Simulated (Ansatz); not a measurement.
# Ti2PdS2: the cost of one run

Program: Ansatz 0.2.0. Level of theory: DFT PBE, scalar-relativistic, plane waves, PAW, unless a step names another level. These are calculated values, not measurements.

4 further runs of the same task are left out: 2 that didn't finish, 2 set aside as unsound or not needed.

## 1. The starting structure

It takes space group I4/mmm (No. 139, tetragonal). The conventional cell has a = 3.282 Å, b = 3.282 Å, c = 14.349 Å, α = 90.00°, β = 90.00°, γ = 90.00°. Ti (site symmetry 4mm) has 4 S at 2.46 Å as nearest neighbours. Around Pd (site symmetry 4/mmm) lie 2 S at 2.53 Å and 8 Ti at 2.89 Å. Around S (site symmetry 4mm) lie 4 Ti at 2.46 Å and 1 Pd at 2.53 Å.

Coordinates:

```cif
data_structure
_symmetry_space_group_name_H-M 'I4/mmm'
_symmetry_Int_Tables_number 139
_cell_length_a 3.2822
_cell_length_b 3.2822
_cell_length_c 14.3491
_cell_angle_alpha 90.000
_cell_angle_beta 90.000
_cell_angle_gamma 90.000
_cell_volume 154.58
loop_
_atom_site_label
_atom_site_type_symbol
_atom_site_symmetry_multiplicity
_atom_site_Wyckoff_symbol
_atom_site_fract_x
_atom_site_fract_y
_atom_site_fract_z
_atom_site_occupancy
Ti1 Ti 4 e 0.50000 0.50000 0.11986 1
Pd1 Pd 2 a 0.00000 0.00000 0.00000 1
S1 S 4 e 0.00000 0.00000 0.17637 1
```

It came out lowest among 16 distinct ends of the trial cells. At a tolerance of 0.05 Å it has space group I4/mmm (No. 139).

## 2. Tight relaxation for the response runs, on the response runs' mesh and smearing

Contents of input.yaml:

```yaml
crystal:
  lattice:
    - [-1.6411002286, 1.6411002286, 7.1745649361]
    - [1.6411002286, -1.6411002286, 7.1745649361]
    - [1.6411002286, 1.6411002286, -7.1745649361]
  atoms:
    - { symbol: Ti, position: [0.6198568978, 0.6198568978, 0.0] }
    - { symbol: Ti, position: [0.3801431022, 0.3801431022, 0.0] }
    - { symbol: Pd, position: [0.0, 0.0, 0.0] }
    - { symbol: S, position: [0.17636722, 0.17636722, 0.0] }
    - { symbol: S, position: [0.82363278, 0.82363278, 0.0] }
basis:
  ecutwfc: 420
kpoints:
  mp_grid: { grid: [14, 14, 14] }
hamiltonian:
  xc: pbe
scf:
  occupations: { method: gaussian, width: 0.1 }
output:
  forces: true
  stress: true
  eigenvalues: true
relax:
  adjacent_minimum: "off"
  f_tol: 0.001
  max_steps: 60
  cell: { stress_tol: 0.01 }
```

Command:

```bash
$ ansatz run input.yaml --threads 3 --pin off --max-ram 7680MiB --backend cpu --events-out ev --progress --plain --runs-dir out
```

What time and memory should one allow on 3 threads of Intel Xeon Platinum 8488C (Sapphire Rapids), shared host?

About 29 s, with a peak of 0.79 GiB.
